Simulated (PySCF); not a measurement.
Runs of PySCF 2.14.0 on BNH4. The cell holds a molecule in a box, 6 atoms: a = 11.000 Å, b = 12.000 Å, c = 11.000 Å, α = 90.00°, β = 90.00°, γ = 90.00°. 

| task | level | conv_tol | grid for exchange and correlation | frozen core bands | exxdiv | three-centre integrals | gap on the mesh (eV) |
| --- | --- | --- | --- | --- | --- | --- | --- |
| atomic charges | PBE | 1e-07 Ha | Becke, atom-centred | - | - | - | (b) |
| excitation energies (Tamm-Dancoff) | PBE0 | 1e-08 Ha | Becke, atom-centred | 2 | ewald | read from an earlier run's file | 9.91 |
| CCSD(T) correlation energy | HF | 1e-08 Ha | - | 2 | ewald | read from an earlier run's file | 17.83 |
| atomic charges | SOGGA11 | 1e-07 Ha | Becke, atom-centred | - | - | read from an earlier run's file | (a) |
| atomic charges | AM05 | 1e-07 Ha | Becke, atom-centred | - | - | read from an earlier run's file | 7.28 |
| atomic charges | TPSSh+D4 | 1e-07 Ha | Becke, atom-centred | - | ewald | read from an earlier run's file | 8.62 |
| atomic charges | rSCAN+D4 | 1e-07 Ha | Becke, atom-centred | - | - | read from an earlier run's file | 7.92 |
| MP2 correlation energy | HF | 1e-08 Ha | - | 2 | ewald | read from an earlier run's file | 17.83 |

Alike in all rows: potentials or basis pob-tzvp-rev2 (all-electron); no spin polarisation; cell as given; k mesh 1 × 1 × 1; smearing fixed.

Question: Fill in the values left out.

Answer: (a) 7.41; (b) 7.31.

Caveats: this is a molecule in a periodic box at the Γ point, so its band gap is the HOMO-LUMO gap; the basis of atomic orbitals isn't converged, which shifts pressures, moduli and gaps; the basis is small and the box finite, so much correlation energy is missing and levels can be off by tenths of an eV (some runs); the iterative solver can pass over a root and still report convergence (some runs).

